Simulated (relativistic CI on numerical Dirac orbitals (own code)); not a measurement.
# Mn⁵⁺: 3p photoemission with charge transfer

Wanted: the shape of the 3p photoemission spectrum of Mn⁵⁺ in a cubic metal-ligand cluster, for 5 values of Upd.

Program: relativistic CI on numerical Dirac orbitals (own code) version 3. Level of theory: charge-transfer multiplet model of a cubic metal-ligand cluster with up to 1 ligand holes, Slater and spin-orbit integrals from Dirac-Coulomb-Breit ions, Slater integrals scaled by 0.7. These are calculated values, not measurements, unless marked.

### 1 The system

- ion: Mn⁵⁺ (Mn VI)
- nuclear charge: 25
- electrons: 20
- d electrons: 2
- ligand holes at most: 1
- parameters: in eV; Veg, Vt2g hoppings, tenDq and tenDqL metal and ligand splittings (negative tenDq: tetrahedral), red the scaling of hopping with a core hole
- temperature: 300 K
- widths: Lorentz 0.9 eV, Gauss 0.8 eV

### 2 Upd = 7.9 eV

Settings, as recorded:

```ini
cluster ion=Mn5+ d2 ligand_holes=1 slater_scale=0.7
Delta=1 Udd=6.8 Upd=7.9 tenDq=-0.25 tenDqL=0 Veg=1.12 Vt2g=-1.91 red=1
spectrum xps 3p T=300 lorentz=0.9 gauss=0.8
```

Run with:

```console
python run_levels.py task.json out
```

task.json lists these runs, among others, and the program works through them in turn.

### 3 Upd = 6.7 eV

Settings, as recorded:

```ini
cluster ion=Mn5+ d2 ligand_holes=1 slater_scale=0.7
Delta=1 Udd=6.8 Upd=6.7 tenDq=-0.25 tenDqL=0 Veg=1.12 Vt2g=-1.91 red=1
spectrum xps 3p T=300 lorentz=0.9 gauss=0.8
```

### 4 Upd = 7.3 eV

Settings, as recorded:

```ini
cluster ion=Mn5+ d2 ligand_holes=1 slater_scale=0.7
Delta=1 Udd=6.8 Upd=7.3 tenDq=-0.25 tenDqL=0 Veg=1.12 Vt2g=-1.91 red=1
spectrum xps 3p T=300 lorentz=0.9 gauss=0.8
```

### 5 Upd = 8.5 eV

Settings, as recorded:

```ini
cluster ion=Mn5+ d2 ligand_holes=1 slater_scale=0.7
Delta=1 Udd=6.8 Upd=8.5 tenDq=-0.25 tenDqL=0 Veg=1.12 Vt2g=-1.91 red=1
spectrum xps 3p T=300 lorentz=0.9 gauss=0.8
```

### 6 Upd = 9.1 eV

Settings, as recorded:

```ini
cluster ion=Mn5+ d2 ligand_holes=1 slater_scale=0.7
Delta=1 Udd=6.8 Upd=9.1 tenDq=-0.25 tenDqL=0 Veg=1.12 Vt2g=-1.91 red=1
spectrum xps 3p T=300 lorentz=0.9 gauss=0.8
```

(Steps that only read results are left out.)

**Question.** What will these runs give? Wanted: d count; ground spin.

As calculated:

| run | d count | weight without ligand hole | ground S | up to four highest peaks (% of the highest), eV from the first main peak |
| --- | --- | --- | --- | --- |
| Upd = 7.9 eV | 2.47 | 0.53 | 1.00 | 0.0 (100), 4.8 (48), 11.9 (22), 13.6 (26) |
| Upd = 6.7 eV | 2.47 | 0.53 | 1.00 | 0.0 (100), 4.8 (45), 12.0 (24), 15.6 (14) |
| Upd = 7.3 eV | 2.47 | 0.53 | 1.00 | 0.0 (100), 4.7 (47), 12.0 (23), 13.3 (23) |
| Upd = 8.5 eV | 2.47 | 0.53 | 1.00 | 0.0 (100), 4.8 (50), 13.8 (30), 15.2 (24) |
| Upd = 9.1 eV | 2.47 | 0.53 | 1.00 | 0.0 (100), 4.8 (51), 14.1 (32), 15.5 (29) |

```
                           quantity         value
                            d count  2.47 to 2.47
ground spin (effective S from ⟨S²⟩)          1.00
```

In words: From Upd = 6.7 eV to Upd = 9.1 eV the ground-state d count stays at 2.47, as the core hole does not act on the ground state. In the first run d2 holds 53 % of the ground state. The space is cut at the given number of ligand holes while the last configuration still holds over a tenth of the ground state. The cluster parameters are drawn, not fitted to a compound.
